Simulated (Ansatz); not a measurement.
# LaAgS2 (I-III-VI2 or I-V-VI2 ordering on rocksalt lattice): the dielectric function from several functionals

How does LaAgS2 (I-III-VI2 or I-V-VI2 ordering on rocksalt lattice) absorb light if electrons and holes don't interact? Plan: HSE06 for the gap; optics with PBE on 6×6×6; optics with r2SCAN on 6×6×6; optics with LDA on 6×6×6; optics with PBE and scissors to the HSE06 gap on 6×6×6.

Program: Ansatz 0.2.0. Level of theory: plane waves, PAW; no local fields, no excitons. These are calculated values, not measurements.

2 further runs of the same task are left out: 2 that didn't finish.

### 1 The structure to begin with

The structure is trigonal, space group R-3m (No. 166). Conventional cell: a = 4.260 Å, b = 4.260 Å, c = 17.788 Å, α = 90.00°, β = 90.00°, γ = 120.00°. Ag (site symmetry -3m) is surrounded by 6 S at 2.86 Å. Around La (site symmetry -3m) lie 6 S at 2.89 Å. S (site symmetry 3m) is surrounded by 3 Ag at 2.86 Å and 3 La at 2.89 Å.

Coordinates:

```cif
data_structure
_symmetry_space_group_name_H-M 'P 1'
_symmetry_Int_Tables_number 1
_cell_length_a 6.4191
_cell_length_b 6.4191
_cell_length_c 6.4191
_cell_angle_alpha 38.759
_cell_angle_beta 38.759
_cell_angle_gamma 38.759
_cell_volume 93.19
loop_
_atom_site_label
_atom_site_type_symbol
_atom_site_fract_x
_atom_site_fract_y
_atom_site_fract_z
_atom_site_occupancy
Ag1 Ag 0.00000 0.00000 0.00000 1
La1 La 0.50000 0.50000 0.50000 1
S1 S 0.25180 0.25180 0.25180 1
S2 S 0.74820 0.74820 0.74820 1
```

The cell was relaxed beforehand with r2SCAN; those runs aren't shown. No run includes spin-orbit coupling, which matters for La.

### 2 The gap to aim at

input.yaml reads:

```yaml
crystal:
  lattice:
    - [2.1300357292, 1.2297767016, 5.9292429264]
    - [-2.1300357292, 1.2297767016, 5.9292429264]
    - [0.0, -2.4595534033, 5.9292429264]
  atoms:
    - { symbol: Ag, position: [1.0, 0.0, 0.0] }
    - { symbol: La, position: [0.5, 0.5, 0.5] }
    - { symbol: S, position: [0.2517964127, 0.2517964127, 0.2517964127] }
    - { symbol: S, position: [0.7482035873, 0.7482035873, 0.7482035873] }
kpoints:
  mp_grid: { grid: [4, 4, 4] }
  band_path:
    path:
      - [0.0, 0.0, 0.0]
      - [0.5, 0.5, 0.5]
      - [0.8046544145, 0.1953455855, 0.5]
      - [0.5, -0.1953455855, 0.1953455855]
      - [0.5, 0.0, 0.0]
      - [0.3476727927, -0.3476727927, 0.0]
      - [0.6523272073, 0.0, 0.3476727927]
      - [0.5, 0.0, 0.5]
      - [0.002604, 0.257812, 0.257812]
      - [0.026042, 0.296875, 0.296875]
      - [0.0, 0.25, 0.25]
    npoints: 1
hamiltonian:
  xc: hse06
scf:
  occupations: { method: fixed }
  n_extra_bands: 5
output:
  forces: true
  stress: true
  eigenvalues: true
```

The run is started by

```
ansatz run input.yaml --threads 4 --pin off --max-ram 3686MiB --backend cpu --events-out ev --progress --plain --runs-dir out
```

After this run come: Optics, PBE; Optics, r2SCAN; Optics, LDA; Optics, PBE with a scissors shift.

Before running them: what should the planned runs give, taken together? Wanted: ε∞, PBE; ε∞, r2SCAN; ε∞, LDA; tallest peak of ε₂, PBE; tallest peak of ε₂, r2SCAN; tallest peak of ε₂, LDA; HSE06 direct gap.

**Answer**, as computed:

| quantity | value |
| --- | --- |
| ε∞, PBE | 8.85 (xx, yy), 7.65 (zz) |
| ε∞, r2SCAN | 7.65 (xx, yy), 6.68 (zz) |
| ε∞, LDA | 9.41 (xx, yy), 8.09 (zz) |
| ε∞, PBE + 0.97 eV scissors | 7.52 (xx, yy), 6.60 (zz) |
| tallest peak of ε₂, PBE | 11.6 at 3.15 eV |
| tallest peak of ε₂, r2SCAN | 10.4 at 6.65 eV |
| tallest peak of ε₂, LDA | 12.8 at 3.00 eV |
| tallest peak of ε₂, PBE + 0.97 eV scissors | 11.7 at 4.10 eV |
| HSE06 direct gap | 3.21 eV |

In words: From LDA to PBE + 0.97 eV scissors the direct gap grows from 2.23 to 3.32 eV, and ε∞ goes from 8.97 to 7.21 (mean of the axes): a wider gap screens less. The response is anisotropic: with PBE ε∞ is 8.85 (xx, yy), 7.65 (zz). Local fields and excitons are left out: both change ε∞, and without excitons the onset lacks its lines.
